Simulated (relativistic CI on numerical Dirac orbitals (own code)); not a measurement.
# Ti VIII (Ti⁷⁺): levels and lines, part 2 of 2

What are the lowest levels and the strongest lines of Ti⁷⁺? One CI run answers it; further runs change one setting each.

Calculated with an in-house relativistic CI code, version 4; Dirac-Coulomb-Breit CI, KLI orbitals optimised for each configuration.

## Step 5: Without the Breit term

Settings of the run:

```ini
atom Ti  Z=22  charge=7  electrons=15
nucleus A=48  rms_radius_fm=3.5921
hamiltonian dirac-coulomb  breit=off  qed=on  c_scale=1
orbitals kli  potential=per-configuration
slater_scale 1
correlation none
mixing on
configurations
  [Ne] 3s2 3p3
  [Ne] 3s 3p4
  [Ne] 3s2 3p2 3d
  [Ne] 3p5
  [Ne] 3s 3p3 3d
  [Ne] 3p4 3d
  [Ne] 3s 3p2 3d2
  [Ne] 3s2 3p2 4s
  [Ne] 3s2 3p2 4p
  [Ne] 3s2 3p 3d 4p
  [Ne] 3p4 4s
  [Ne] 3s2 3p2 4d
  [Ne] 3p4 4p
  [Ne] 3s 3p3 4s
  [Ne] 3s 3p2 3d 4s
  [Ne] 3s2 3p2 4f
  [Ne] 3s 3p3 4p
  [Ne] 3s2 3p2 5s
  [Ne] 3s2 3p2 5p
  [Ne] 3s2 3p 4s 4p
  [Ne] 3s2 3p2 5d
  [Ne] 3s 3p3 4d
  [Ne] 3s2 3p2 5f
  [Ne] 3s2 3p2 5g
  [Ne] 3p3 3d 4p
  [Ne] 3s 3p3 4f
  [Ne] 3s2 3p2 6s
  [Ne] 3s2 3p2 6p
  [Ne] 3s 3p2 4s2
  [Ne] 3s2 3p 3d2
  [Ne] 3s2 3d3
  [Ne] 3s 3p 3d3
  [Ne] 3s2 3d2 4s
  [Ne] 3s2 3d2 4p
  [Ne] 3s2 3d2 4d
  [Ne] 3p3 3d2
  [Ne] 3p2 3d3
  [Ne] 3p2 3d2 4s
  [Ne] 3p2 3d2 4p
  [Ne] 3p2 3d2 4d
  [Ne] 3s2 3p 3d 4s
  [Ne] 3s 3p 3d2 4s
  [Ne] 3s2 3d 4s2
  [Ne] 3s2 3d 4s 4p
  [Ne] 3s2 3d 4s 4d
  [Ne] 3s 3p2 3d 4p
  [Ne] 3s 3p 3d2 4p
  [Ne] 3s 3p 3d 4s 4p
  [Ne] 3s 3p 3d 4p2
  [Ne] 3s 3p 3d 4p 4d
  [Ne] 3s2 3p 4s2
  [Ne] 3s 3p 3d 4s2
  [Ne] 3s2 4s2 4p
  [Ne] 3s2 4s2 4d
  [Ne] 3p3 3d 4s
  [Ne] 3p2 3d 4s2
  [Ne] 3p2 3d 4s 4p
  [Ne] 3p2 3d 4s 4d
  [Ne] 3s2 3p 4p2
  [Ne] 3s2 3d 4p2
  [Ne] 3s2 4s 4p2
  [Ne] 3s2 4p3
  [Ne] 3s2 4p2 4d
end
```

Results of the run:

```text
{
  "status": "converged",
  "levels [i, E_cm, J2, conf, term, w_term, w_jj]": [
    [0, 0, 3, "3s2 3p3", "4S*", 0.9576, 0.5215],
    [1, 35037.495, 3, "3s2 3p3", "2D*", 0.9169, 0.4337],
    [2, 36157.63, 5, "3s2 3p3", "2D*", 0.9604, 0.9604],
    [3, 57949.655, 1, "3s2 3p3", "2P*", 0.9491, 0.9491],
    [4, 59388.754, 3, "3s2 3p3", "2P*", 0.9002, 0.6646],
    [5, 193938.19, 5, "3s 3p4", "4P", 0.8711, 0.6305],
    [6, 197591.36, 3, "3s 3p4", "4P", 0.871, 0.7584],
    [7, 199497.86, 1, "3s 3p4", "4P", 0.8682, 0.3478],
    [8, 243413.86, 3, "3s 3p4", "2D", 0.7448, 0.4713],
    [9, 243926.81, 5, "3s 3p4", "2D", 0.7465, 0.5464],
    [10, 282034.01, 3, "3s2 3p2 3d", "2P", 0.5468, 0.2238],
    [11, 285428.92, 1, "3s2 3p2 3d", "2P", 0.5004, 0.2637],
    [12, 296408.87, 1, "3s 3p4", "2S", 0.7349, 0.3904],
    [13, 311209.34, 3, "3s2 3p2 3d", "4F", 0.9525, 0.3772],
    [14, 312619.18, 5, "3s2 3p2 3d", "4F", 0.9429, 0.5696],
    [15, 314680.06, 7, "3s2 3p2 3d", "4F", 0.9433, 0.6079],
    "... 384 more rows left out ..."
  ],
  "n_levels_all": 7420,
  "total_energy [Ha]": -836.53445644,
  "configurations [conf, odd, states, E_av_cm, breit_Ha, qed_Ha, corr_Ha]": [
    ["3s2 3p3", 1, 20, 65042.8, 0.2617, 0.1761, "-"],
    ["3s 3p4", 0, 30, 294777, 0.2618, 0.1749, "-"],
    ["3s2 3p2 3d", 0, 150, 386743, 0.26, 0.1761, "-"],
    ["3p5", 1, 6, 563398, 0.262, 0.1736, "-"],
    ["3s 3p3 3d", 1, 400, 599210, 0.2601, 0.1749, "-"],
    ["3p4 3d", 0, 150, 850619, 0.2603, 0.1736, "-"],
    ["3s 3p2 3d2", 0, 1350, 914870, 0.2584, 0.1749, "-"],
    ["3s2 3p2 4s", 0, 30, 709724, 0.2605, 0.1766, "-"],
    ["3s2 3p2 4p", 1, 90, 784232, 0.2605, 0.1763, "-"],
    ["3s2 3p 3d 4p", 0, 360, 1.11061e+06, 0.2587, 0.1763, "-"],
    ["3p4 4s", 0, 30, 1.18752e+06, 0.2608, 0.174, "-"],
    ["3s2 3p2 4d", 0, 150, 887407, 0.26, 0.1763, "-"],
    ["3p4 4p", 1, 90, 1.25602e+06, 0.2609, 0.1737, "-"],
    ["3s 3p3 4s", 1, 80, 928839, 0.2606, 0.1753, "-"],
    "... 49 more rows left out ..."
  ],
  "ionisation_energy [eV]": 167.857
}
```

It took 8.2 s on 1 thread of Arm Neoverse V1, shared host.

How the levels moved (cm⁻¹, from the main run's lowest level):

```csv
level,main run,shift
3p3 2D°3/2,35078,-40.5
3p3 2D°5/2,36092,+65.8
3p3 2P°1/2,57924,+26.1
3p3 2P°3/2,59270,+118.8
3s 3p4 4P5/2,193967,-28.4
3s 3p4 4P3/2,197540,+51.4
3s 3p4 4P1/2,199390,+107.9
3s 3p4 2D3/2,243354,+59.6
3s 3p4 2D5/2,243803,+124.2
3p2 3d 2P3/2,281858,+175.6
3p2 3d 2P1/2,285197,+232.0
3s 3p4 2S1/2,296272,+136.6
```

## Step 6: The first 3 configurations alone

Settings of the run:

```ini
atom Ti  Z=22  charge=7  electrons=15
nucleus A=48  rms_radius_fm=3.5921
hamiltonian dirac-coulomb  breit=on  qed=on  c_scale=1
orbitals kli  potential=per-configuration
slater_scale 1
correlation none
mixing on
configurations
  [Ne] 3s2 3p3
  [Ne] 3s 3p4
  [Ne] 3s2 3p2 3d
end
```

Results of the run:

```text
{
  "status": "converged",
  "levels [i, E_cm, J2, conf, term, w_term, w_jj]": [
    [0, 0, 3, "3s2 3p3", "4S*", 0.9949, 0.5436],
    [1, 37812.409, 3, "3s2 3p3", "2D*", 0.9663, 0.4512],
    [2, 38724.786, 5, "3s2 3p3", "2D*", 1, 1],
    [3, 64343.828, 1, "3s2 3p3", "2P*", 1, 1],
    [4, 65656.452, 3, "3s2 3p3", "2P*", 0.9618, 0.6757],
    [5, 184739.57, 5, "3s 3p4", "4P", 0.8892, 0.6385],
    [6, 188358.4, 3, "3s 3p4", "4P", 0.8891, 0.7759],
    [7, 190245.14, 1, "3s 3p4", "4P", 0.8866, 0.3577],
    [8, 238494.19, 3, "3s 3p4", "2D", 0.763, 0.4841],
    [9, 238904.43, 5, "3s 3p4", "2D", 0.7643, 0.5545],
    [10, 278282.46, 3, "3s2 3p2 3d", "2P", 0.5855, 0.2242],
    [11, 281281.07, 1, "3s2 3p2 3d", "2P", 0.5046, 0.2485],
    "... 29 more rows left out ..."
  ],
  "n_levels_all": 41,
  "total_energy [Ha]": -836.1529434,
  "configurations [conf, odd, states, E_av_cm, breit_Ha, qed_Ha, corr_Ha]": [
    ["3s2 3p3", 1, 20, 38745.6, 0.2617, 0.1761, "-"],
    ["3s 3p4", 0, 30, 268512, 0.2618, 0.1749, "-"],
    ["3s2 3p2 3d", 0, 150, 360069, 0.26, 0.1761, "-"]
  ]
}
```

Run time: 0.1 s. Hardware: 1 thread of Arm Neoverse V1, shared host.

Shifts of the excitation energies against the main run, counted from its lowest level (cm⁻¹):

```csv
level,main run,shift
3p3 2D°3/2,35078,+2734.4
3p3 2D°5/2,36092,+2633.0
3p3 2P°1/2,57924,+6420.3
3p3 2P°3/2,59270,+6386.5
3s 3p4 4P5/2,193967,-9227.1
3s 3p4 4P3/2,197540,-9181.6
3s 3p4 4P1/2,199390,-9144.8
3s 3p4 2D3/2,243354,-4860.0
3s 3p4 2D5/2,243803,-4898.2
3p2 3d 2P3/2,281858,-3576.0
3p2 3d 2P1/2,285197,-3915.8
3s 3p4 2S1/2,296272,-6611.4
```

## Step 7: What each setting moved

The summary covers parts 1 to 2.

| run | time | mean size of shift, levels followed (cm⁻¹) | lowest level | ionisation energy (eV) | mean error to measured (cm⁻¹) |
| --- | --- | --- | --- | --- | --- |
| main run | 9.5 s | 0 | 3p3 4S°3/2 | 167.84 | 3581 |
| correlation estimate p86 | 9.3 s | 531 | 3p3 4S°3/2 | 169.20 | 4503 |
| without the Breit term | 8.2 s | 97.2 | 3p3 4S°3/2 | 167.86 | 3610 |
| the first 3 configurations alone | 0.1 s | 5799 | 3p3 4S°3/2 | - | - |

The semi-empirical ionisation energy (NIST) is 170.5 eV.

## Step 8: Summary of results

```
                                                                         quantity                        value
                                                                     lowest level                   3p3 4S°3/2
                                                                 first excitation       3p3 2D°3/2, 35078 cm⁻¹
                                                 lowest level of the other parity    3s 3p4 4P5/2, 193967 cm⁻¹
                                                              levels in the model                         7420
fastest E1 line (by rate) to the lowest level among the lowest 400 of 7420 levels  26.37 nm, from 3p2 3d 4P5/2
                                                                ionisation energy                    167.84 eV
                                         ionisation energy, semi-empirical (NIST)                     170.5 eV
                                                      mean error of paired levels             3581 cm⁻¹ over 9
```

**Reading.** The lowest level is 3p3 4S°3/2, 96 % pure in LS and 52 % in jj coupling; over the low levels the means are 88 and 59 %, so LS coupling describes them better. The ionisation energy from the two ground configurations alone is 1.6 % below the semi-empirical value. Of the changes tried, the run «the first 3 configurations alone» moves the low levels most, by 5799 cm⁻¹ on average. No change brings the levels clearly nearer the measured ones. Lifetimes count radiative decay inside the model alone.
